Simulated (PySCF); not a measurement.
# BrCl (bromine chloride): levels of theory compared

Wanted: a comparison of 3 runs (HF/3-21G, B2PLYP/def2-TZVPPD, wB97X/def2-TZVPPD) of BrCl (bromine chloride). The job is set up through a Python script.

The results are computed with PySCF 2.14.0.

1 further run of the same task is left out (set aside as unsound or not needed).

### 1 The structure to begin with

BrCl has 2 atoms, charge 0, and is taken as a singlet. SMILES: `ClBr`. The bond length is the measured one.

Bond lengths: Cl1–Br2 2.136 Å.

### 2 The energy at HF/3-21G (run 1)

Contents of calc.py:

```python
from pyscf import gto, scf

mol = gto.M(
    atom='''
Cl     0.000000     0.000000     0.000000
Br     0.000000     0.000000     4.036578
''',
    verbose=3,
    unit='bohr',
    basis='3-21g',
    max_memory=1860,
)

hf = scf.RHF(mol)
hf.conv_tol = 1e-10
hf.kernel()
if not hf.converged:
    hf = hf.newton().run(hf.mo_coeff, hf.mo_occ)

energy = hf.e_tot
print('Final energy', energy)
```

On the command line:

```sh
$ OMP_NUM_THREADS=1 python calc.py
```

The program printed:

```text
converged SCF energy = -3017.30231459427
Final energy -3017.3023145942716
```

It took 0.7 s on 1 thread of Arm Neoverse V1, shared host; peak memory 0.1 GiB.

### 3 A single-point energy at B2PLYP/def2-TZVPPD (run 2)

Contents of job.py:

```python
from pyscf import gto, dft, mp

mol = gto.Mole()
mol.atom = 'Cl 0.000000 0.000000 0.000000; Br 0.000000 0.000000 2.136065'
mol.verbose = 4
mol.charge = 0
mol.max_memory = 1860
mol.basis = 'def2-tzvppd'
mol.build()

ks = dft.RKS(mol)
ks.xc = '0.53*HF + 0.47*B88, 0.73*LYP'
ks.grids.level = 5
ks.conv_tol = 1e-10
ks.kernel()
if not ks.converged:
    ks = ks.newton().run(ks.mo_coeff, ks.mo_occ)

pt = mp.MP2(ks, frozen=14).run()
e_final = ks.e_tot + 0.27 * pt.e_corr
print('PT2 part  %.8f' % (0.27 * pt.e_corr))
print('E = %.10f Eh' % e_final)
```

On the command line:

```sh
$ OMP_NUM_THREADS=1 python job.py
```

The program printed:

```text
PySCF version 2.14.0

[INPUT] num. atoms = 2
[INPUT] num. electrons = 52
[INPUT] charge = 0
[INPUT] spin (= nelec alpha-beta = 2S) = 0
[INPUT] symmetry False subgroup None
[INPUT] Mole.unit = angstrom
[INPUT] Symbol           X                Y                Z      unit          X                Y                Z       unit  Magmom
[INPUT]  1 Cl     0.000000000000   0.000000000000   0.000000000000 AA    0.000000000000   0.000000000000   0.000000000000 Bohr   0.0
[INPUT]  2 Br     0.000000000000   0.000000000000   2.136065000000 AA    0.000000000000   0.000000000000   4.036577834269 Bohr   0.0

nuclear repulsion = 147.402087716151
number of shells = 36
number of NR pGTOs = 184
number of NR cGTOs = 108
basis = def2-tzvppd
ecp = {}

******** <class 'pyscf.dft.rks.RKS'> ********
method = RKS
initial guess = minao
damping factor = 0
level_shift factor = 0
DIIS = <class 'pyscf.scf.diis.CDIIS'>
diis_start_cycle = 1
diis_space = 8
diis_damp = 0
SCF conv_tol = 1e-10
SCF conv_tol_grad = None
SCF max_cycles = 50
direct_scf = True
direct_scf_tol = 1e-13
XC library pyscf.dft.libxc version 7.0.0
    S. Lehtola, C. Steigemann, M. J.T. Oliveira, and M. A.L. Marques.,  SoftwareX 7, 1–5 (2018)
XC functionals = 0.53*HF + 0.47*B88, 0.73*LYP
    A. D. Becke.,  Phys. Rev. A 38, 3098 (1988)
    C. Lee, W. Yang, and R. G. Parr.,  Phys. Rev. B 37, 785 (1988)
    B. Miehlich, A. Savin, H. Stoll, and H. Preuss.,  Chem. Phys. Lett. 157, 200 (1989)
radial grids:
    Treutler-Ahlrichs [JCP 102, 346 (1995); DOI:10.1063/1.469408] (M4) radial grids

becke partition: Becke, JCP 88, 2547 (1988); DOI:10.1063/1.454033
pruning grids: <function nwchem_prune>
grids dens level: 5
symmetrized grids: False
atomic radii adjust function: <function treutler_atomic_radii_adjust>
small_rho_cutoff = 0
Set gradient conv threshold to 1e-05
Initial guess from minao.
tot grids = 87784
init E= -3032.73698590226
  HOMO = -0.311885995247293  LUMO = -0.148100153512463  gap/eV = 4.45684
cycle= 1 E= -3033.67222454998  delta_E= -0.935  |g|= 0.304  |ddm|=  1.4
  HOMO = -0.365493787814301  LUMO = -0.0944418038014661  gap/eV = 7.37570
cycle= 2 E= -3033.67734450892  delta_E= -0.00512  |g|= 0.24  |ddm|= 0.286
  HOMO = -0.349262987080078  LUMO = -0.0762677431823988  gap/eV = 7.42858
cycle= 3 E= -3033.68467517963  delta_E= -0.00733  |g|= 0.0222  |ddm|= 0.15
  HOMO = -0.349650752270206  LUMO = -0.0741637858614084  gap/eV = 7.49638
cycle= 4 E= -3033.68476745763  delta_E= -9.23e-05  |g|= 0.0108  |ddm|= 0.0259
  HOMO = -0.350206266095589  LUMO = -0.0745885109916458  gap/eV = 7.49994
cycle= 5 E= -3033.6847967904  delta_E= -2.93e-05  |g|= 0.00158  |ddm|= 0.00967
  HOMO = -0.350161178092747  LUMO = -0.0744646573490719  gap/eV = 7.50208
cycle= 6 E= -3033.68479756615  delta_E= -7.76e-07  |g|= 0.000501  |ddm|= 0.00155
  HOMO = -0.350177785760233  LUMO = -0.0744733150115131  gap/eV = 7.50230
cycle= 7 E= -3033.68479761485  delta_E= -4.87e-08  |g|= 5.98e-05  |ddm|= 0.00032
  HOMO = -0.350175345444931  LUMO = -0.074471082955931  gap/eV = 7.50230
cycle= 8 E= -3033.68479761605  delta_E= -1.21e-09  |g|= 1.03e-05  |ddm|= 6.16e-05
  HOMO = -0.350177033064873  LUMO = -0.0744724754304542  gap/eV = 7.50230
cycle= 9 E= -3033.6847976161  delta_E= -4.73e-11  |g|= 2.79e-06  |ddm|= 1.48e-05
  HOMO = -0.350176838993094  LUMO = -0.0744724201671012  gap/eV = 7.50230
Extra cycle  E= -3033.6847976161  delta_E= 9.09e-13  |g|= 2e-06  |ddm|= 4.55e-06
converged SCF energy = -3033.6847976161

******** <class 'pyscf.mp.mp2.RMP2'> ********
nocc = 12, nmo = 94
frozen orbitals 14
E(RMP2) = -3034.24542862156  E_corr = -0.560631005456309
E(SCS-RMP2) = -3034.22068009192  E_corr = -0.535882475818627
E_corr(same-spin) = -0.157932381610319
E_corr(oppo-spin) = -0.40269862384599
PT2 part  -0.15137037
E = -3033.8361679876 Eh
```

Run time: 9.9 s. Hardware: 1 thread of Arm Neoverse V1, shared host; peak memory 0.53 GiB.

### 4 A single-point energy at wB97X/def2-TZVPPD (run 3)

Contents of job.py:

```python
from pyscf import gto, dft

molecule = gto.Mole()
molecule.atom = 'Cl 0.000000 0.000000 0.000000; Br 0.000000 0.000000 2.136065'
molecule.verbose = 3
molecule.max_memory = 1860
molecule.basis = 'def2-tzvppd'
molecule.charge = 0
molecule.build()

myscf = dft.RKS(molecule, xc='wb97x')
myscf.conv_tol = 1e-10
myscf.grids.level = 5
myscf.kernel()
if not myscf.converged:
    myscf = myscf.newton().run(myscf.mo_coeff, myscf.mo_occ)

etot = myscf.e_tot
print('Final energy', etot)
```

On the command line:

```sh
$ OMP_NUM_THREADS=1 python job.py
```

The program printed:

```text
converged SCF energy = -3034.37314859183
Final energy -3034.3731485918347
```

Wall time 19 s (1 thread of Arm Neoverse V1, shared host); peak memory 0.53 GiB.

### 5 All runs side by side

```tsv
run	level	frozen core orbitals	integration grid	energy (Eh)	dipole moment (D)	HOMO energy (eV)	LUMO energy (eV)	wall time
1	HF/3-21G	–	–	-3017.302315	1.14	-11.58	0.29	0.7 s
2	B2PLYP/def2-TZVPPD	14	5	-3033.836168	0.48	-9.53	-2.03	9.9 s
3	wB97X/def2-TZVPPD	–	5	-3034.373149	0.52	-10.78	-1.18	19 s
```

### 6 Results

| quantity | value |
| --- | --- |
| run 3: total energy | -3034.37315 Eh |
| run 3: dipole moment | 0.52 D |
| run 3: HOMO energy | -10.78 eV |
| run 3: LUMO energy | -1.18 eV |
| run 3: HOMO–LUMO gap | 9.60 eV |

**Reading.** The dipole moment (its size) runs from 0.48 D (B2PLYP/def2-TZVPPD) to 1.14 D (HF/3-21G). The two ends differ in method and basis. A double hybrid's value is that of its SCF part. The HOMO–LUMO gap runs from 7.50 eV (B2PLYP/def2-TZVPPD) to 11.87 eV (HF/3-21G). Totals of different functionals can't be ranked against each other. All runs together took 29 s, the longest 19 s.
